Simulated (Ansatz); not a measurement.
# Rh (P6_3/mmc): convergence test of the plane-wave cutoff, by script

Aim: a convergence test of the plane-wave cutoff, for Rh (P6_3/mmc), run from a script.

Computed with Ansatz 0.2.0 through its Python package. Level of theory: DFT r2SCAN, plane waves, PAW.

## (1) The structure

The structure is hexagonal, space group P6_3/mmc (No. 194). The conventional cell has a = 2.692 Å, b = 2.692 Å, c = 8.798 Å, α = 90.00°, β = 90.00°, γ = 120.00°. Rh (site symmetry -3m) has 12 Rh at 2.69 Å as nearest neighbours. Around Rh (site symmetry -6m2) lie 12 Rh at 2.69 Å.

The script holds or builds the structure itself.

## (2) The code

File rh_ecut.py:

```python
'''Cutoff test for Rh.'''

import ansatz
import matplotlib.pyplot as plt

lattice = ansatz.Lattice.of(
    (2.691745, 0.0, 0.0),
    (-1.345872, 2.331119, 0.0),
    (0.0, 0.0, 8.79807),
)
sites = [
    ('Rh', (0.0, 0.0, 0.0)),
    ('Rh', (1 / 3, 2 / 3, 0.25)),
    ('Rh', (0.0, 0.0, 0.5)),
    ('Rh', (2 / 3, 1 / 3, 0.75)),
]
xtal = ansatz.Crystal(lattice=lattice)
for symbol, position in sites:
    xtal = xtal.atom(symbol, position)

setup = xtal.calculation()
setup = setup.functional(ansatz.Functional.R2SCAN)
setup = setup.kpoints(10, 10, 3)
setup = setup.occupations(ansatz.OccupationsMethod.COLD, width=0.15)
setup = setup.forces().stress()

rows = []
for value in [300, 400, 500, 600]:
    report = setup.basis(value).run().report
    rows.append((value, report['free_energy_ev'] / len(report['lattice']['sites']), report['n_iterations'], sum(report['stress_gpa'][i][i] for i in range(3)) / 3, max(abs(f) for row in report['forces_ev_ang'] for f in row), report['n_pw']))

print(' cutoff (eV)   F/atom (eV)    iterations       P (GPa)  max component (eV/A)   plane waves')
for row in rows:
    print(f'{str(row[0]):>12s}  {row[1]:12.5f}  {row[2]:12d}  {row[3]:12.3f}  {row[4]:20.4f}  {row[5]:12d}')

# differences from the last row
for row in rows[:-1]:
    shift = 1000 * (row[1] - rows[-1][1])
    print(f'{row[0]}: {shift:+.2f} meV/atom' + ('  (within 5 meV)' if abs(shift) < 5 else ''))
plt.figure(figsize=(4.5, 3))
plt.plot([str(row[0]) for row in rows], [1000 * (row[1] - rows[-1][1]) for row in rows], 'o-')
plt.xlabel('cutoff (eV)')
plt.ylabel('F - F(last) (meV/atom)')
plt.tight_layout()
plt.savefig('ecut.png', dpi=100)
```

## (3) Launch

On the command line:

```bash
$ python rh_ecut.py
```

Output:

```text
DeckWarning: basis.ecutwfc = 300 eV is below the records' recommended 500 eV, and the density's cutoff is lower with it unless basis.ecutrho_ratio is high enough to keep the records' density cutoff: compare with a run at a higher cutoff
DeckWarning: basis.ecutwfc = 400 eV is below the records' recommended 500 eV, and the density's cutoff is lower with it unless basis.ecutrho_ratio is high enough to keep the records' density cutoff: compare with a run at a higher cutoff
 cutoff (eV)   F/atom (eV)    iterations       P (GPa)  max component (eV/A)   plane waves
         300   -6415.08778             8        -1.349                0.0000           649
         400   -6415.25506             8        -1.418                0.0000          1019
         500   -6415.25804             8        -1.415                0.0000          1389
         600   -6415.25864             8        -1.404                0.0000          1895
300: +170.86 meV/atom
400: +3.58 meV/atom  (within 5 meV)
500: +0.60 meV/atom  (within 5 meV)
```

(Warnings from the package without file and line.)

It took 32 s on 1 thread of Arm Neoverse V1, shared host; peak memory 0.65 GiB.

## (4) The runs side by side

The 4 runs, in the order started:

```tsv
run	cutoff (eV)	energy from run 4 (meV/atom)	pressure (GPa)	SCF cycles	CPU time (s)
1	300	170.86	-1.35	8	4.5
2	400	3.58	-1.42	8	5.9
3	500	0.60	-1.41	8	9.1
4	600	0.00	-1.40	8	11
```

Energies are free energies F = E - TS of the smeared occupations. 

## (5) What came out

```
                              quantity           value
                         runs compared               4
       last run but one, from the last  +0.60 meV/atom
within 5 meV/atom of the last run from             400
```

Runs 1, 2: each has a cutoff under the recommended one, so what rests on them isn't a property of the system. From 400 eV on it stays within 5 meV an atom of the value at 600 eV; the first row (300 eV) is off by 170.9 meV and the last but one by 0.60 meV. The energy falls steadily, as expected when plane waves are added. The pressure moves from -1.35 to -1.40 GPa (the program's stress holds a Pulay correction, so it settles early). The last run costs about 2.4 times the first. The mesh is modest for a metal, so energies can be off by several to tens of meV an atom and pressures by half a GPa or more; differences at equal mesh fare better. Forces vanish by symmetry here and test nothing. Pressure is positive in compression. This isn't the structure that Rh takes at ambient conditions. Shifts are counted from the last row, which is itself no proven limit. Whether this is the phase that is stable at ambient conditions was not tested.
